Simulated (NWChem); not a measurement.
**triplet NaI: levels of theory compared**

Aim: a comparison of 3 runs (UPBE0/def2-TZVP, U-r2SCAN/def2-TZVP, UMP2/def2-TZVP) of triplet NaI. 

The calculation is run with NWChem 7.3.0.

4 further runs of the same task are left out: 4 set aside as unsound or not needed. Runs told in other sessions of the task aren't counted.

**1. Starting point**

NaI has 2 atoms, charge 0, and is taken as a triplet. As SMILES of the parent species, `[Na][I]`. The coordinates come from a PBE0-D4/def2-TZVP relaxation. That shape belongs to the parent species and isn't relaxed for this state.

Bond lengths: Na1–I2 2.715 Å.

**2. A single-point energy at UPBE0/def2-TZVP (core potential) (run 1)**

Contents of ina.nw:

```
start ina
title "INa energy"
memory 2200 mb
geometry units angstroms noautosym nocenter noautoz
 Na    0.000000    0.000000    0.044310
 I     0.000000    0.000000    2.758810
end
basis spherical bse
 Na library def2-TZVP
 I library def2-TZVP
end
ecp bse
 I library def2-TZVP
end
dft
 xc pbe0
 mult 3
 grid xfine
 convergence energy 1e-08
 iterations 100
 mulliken
 print low
end
task dft energy
```

Run with:

```bash
$ nwchem ina.nw > ina.out
```

Log:

```text
[...]
 d= 0,ls=0.0,diis     1   -459.8346232708 -5.13D+02  7.10D-03  4.31D-02     3.2
[...]
 d= 0,ls=0.0,diis     8   -459.8524312104 -1.66D-09  5.54D-07  4.45D-11    19.1
[...]
         Total DFT energy =     -459.852431210408
      One electron energy =     -851.647709599622
           Coulomb energy =      374.737361154476
    Exchange-Corr. energy =      -36.551861168253
 Nuclear repulsion energy =       53.609778402990
[...]
      Total Density - Mulliken Population Analysis
     ---------------------------------------------
    Atom       Charge   Shell Charges
 -----------   ------   -------------------------------------------------------
    1 Na  11    11.10   2.00  0.66  1.33  0.68  0.33  5.06  0.92  0.09  0.01  0.00  0.00  0.02
    2 I   25    24.90   0.19 -0.78  1.62  0.99  1.21  0.78 -0.49  6.44  1.36  2.73  0.86  9.18  0.80  0.02  0.00  0.00
[...]
      <S2> =      2.0033 (Exact =     2.0000)
[...]
```

Wall time 20 s (1 thread of AMD EPYC 7B13 (Zen 3), shared host); peak memory 0.12 GiB.

**3. The energy at U-r2SCAN/def2-TZVP (core potential) (run 2)**

Contents of ina.xyz:

```xyz
2
INa r2SCAN
Na     0.000000     0.000000     0.044310
I      0.000000     0.000000     2.758810
```

Contents of run.py:

```python
from ase.io import read
from ase.calculators.nwchem import NWChem

molecule = read('ina.xyz')

calc = NWChem(
    label='ina',
    theory='dft',
    memory='2200 mb',
    basis='def2-TZVP',
    basispar='spherical bse',
    dft={'xc': 'r2scan', 'mult': '3', 'grid': 'xfine', 'convergence': 'energy 1e-08', 'iterations': '100', 'mulliken': None},
    task='energy',
    **{'ecp bse': {'I library': 'def2-TZVP'}},
)
molecule.calc = calc

print(f"energy = {molecule.get_potential_energy():.6f} eV")
```

Run with:

```bash
$ export ASE_NWCHEM_COMMAND="nwchem PREFIX.nwi > PREFIX.nwo"
$ python run.py
```

Log:

```text
energy = -12517.881927 eV
```

The calculator wrote ina.nwi:

```
title "ina"

permanent_dir ina

scratch_dir ina

start ina

geometry units angstrom nocenter noautosym noautoz
  Na 0.0000000000000000e+00 0.0000000000000000e+00 4.4310000000000002e-02
  I  0.0000000000000000e+00 0.0000000000000000e+00 2.7588100000000000e+00
end

memory 2200 mb

basis spherical bse noprint
   * library def2-TZVP
end

dft
  xc r2scan
  mult 3
  grid xfine
  convergence energy 1e-08
  iterations 100
  mulliken
end
ecp bse
  I library def2-TZVP
end

task dft energy
```

ina.nwo:

```text
Northwest Computational Chemistry Package (NWChem) 7.3.0
             --------------------------------------------------------

           Job information
           ---------------

    nwchem branch   = 7.3.0
    use scalapack   = T
    input           = ina.nwi
    prefix          = ina.
    data base       = ina/ina.db
    status          = startup
    nproc           =        1

           Memory information
           ------------------

[... 5 lines left out ...]
    hardfail = no
[... 34 lines left out ...]
            Nuclear Dipole moment (a.u.)
[... 59 lines left out ...]
          Convergence on density requested:  1.00D-05
[... 23 lines left out ...]
          Convergence aids based upon iterative change in
[... 29 lines left out ...]
 2-e energy   =     340.133710
[... 49 lines left out ...]
           Coulomb energy =      374.808973733795
[... 607 lines left out ...]
                     DFT Final Beta Molecular Orbital Analysis
[... 697 lines left out ...]
     Multipole analysis of the density
     ---------------------------------

     L   x y z        total         alpha         beta         nuclear
     -   - - -        -----         -----         ----         -------
     0   0 0 0      0.000000    -19.000000    -17.000000     36.000000

     1   1 0 0      0.000000      0.000000     -0.000000      0.000000
[... 8 lines of this table left out ...]
     2   0 0 2    -26.075069   -370.860375   -334.778992    679.564299

 Task  times  cpu:       21.8s     wall:       21.8s
 Total times  cpu:       21.9s     wall:       21.9s
```

Wall time 23 s (1 thread of AMD EPYC 7B13 (Zen 3), shared host); peak memory 0.12 GiB.

**4. The energy at UMP2/def2-TZVP (core potential) (run 3)**

Contents of geom.nw:

```
start geom
title "Sodium Iodide"
memory 2200 mb

geometry units au noautosym nocenter noautoz
  Na     0.00000000     0.00000000     0.08373376
  I      0.00000000     0.00000000     5.21339533
end

basis spherical bse
  * library def2-TZVP
end

ecp bse
  I library def2-TZVP
end

scf
  triplet
  uhf
  thresh 1e-08
  maxiter 80
end

mp2
  freeze core 5
  tight
end

task mp2 energy
```

Run with:

```bash
$ nwchem geom.nw > geom.out
```

Log:

```text
[...]
  functions       =    82
[...]
  wavefunction    = UHF
[...]
         Total SCF energy =   -458.487356475318
      One electron energy =   -851.347278044526
      Two electron energy =    339.250147074864
 Nuclear repulsion energy =     53.609774494343
                       Sz =      1.0000
                 Sz(Sz+1) =      2.0000
                      S^2 =      2.0097
[...]
          Total MP2 energy          -459.124258426092
[...]
```

Run time: 28 s. Hardware: 1 thread of AMD EPYC 7B13 (Zen 3), shared host; peak memory 0.21 GiB.

**5. All runs side by side**

| run | level | integration grid | iteration cap | energy (Eh) | ⟨S²⟩ | wall time |
| --- | --- | --- | --- | --- | --- | --- |
| 1 | UPBE0/def2-TZVP (core potential) | xfine | 100 | -459.852431 | 2.003 | 20 s |
| 2 | U-r2SCAN/def2-TZVP (core potential) | xfine | 100 | -460.023680 | 2.005 | 23 s |
| 3 | UMP2/def2-TZVP (core potential) | – | 80 | -459.124258 | 2.010 | 28 s |

**6. What came out**

```
                                                         quantity          value
                                              run 3: total energy  -459.12426 Eh
run 3: HOMO energy (Hartree–Fock orbitals) (highest over α and β)       -4.26 eV
 run 3: LUMO energy (Hartree–Fock orbitals) (lowest over α and β)       -2.50 eV
               run 3: correlation energy (5 core orbitals frozen)     -636.9 mEh
                         run 3: ⟨S²⟩ of the reference determinant          2.010
```

What this shows: Totals of different functionals can't be ranked against each other. All runs together took 71 s, the longest 28 s.
